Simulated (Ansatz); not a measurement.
# ClGaH2: the cost of one run

Program: Ansatz 0.2.0. Level of theory: RKS B3LYP/def2-SVP. These are calculated values, not measurements.

## Step 1: Starting point

Bond lengths: Ga1–Cl2 2.240 Å, Ga1–H3 1.570 Å, Ga1–H4 1.570 Å. Angles: Cl2–Ga1–H3 120.0°, Cl2–Ga1–H4 120.0°, H3–Ga1–H4 120.0°.

Coordinates:

```xyz
4

Ga    0.0000    0.0000    0.0000
Cl    0.0000    0.0000    2.2400
H     1.3596    0.0000   -0.7850
H    -1.3596    0.0000   -0.7850
```

## Step 2: Relaxing the start

input.yaml

```yaml
crystal:
  periodic: [false, false, false]
  atoms:
    - { symbol: Ga, position_ang: [0.0, 0.0, 0.0] }
    - { symbol: Cl, position_ang: [0.0, 0.0, 2.24] }
    - { symbol: H, position_ang: [1.3596, 0.0, -0.785] }
    - { symbol: H, position_ang: [-1.3596, 0.0, -0.785] }
basis:
  gaussian: { orbitals: def2-SVP }
hamiltonian:
  xc: b3lyp
relax:
  f_tol: 0.02
  max_steps: 40
output:
  orbitals: {}
```

Command:

```console
$ ansatz run input.yaml --threads 1 --pin off --max-ram 2048MiB --backend cpu --events-out ev --progress --plain --runs-dir out
```

What time and memory should one allow on 1 thread of Arm Neoverse V2, shared host?

About 6.4 s, with a peak of 0.11 GiB.
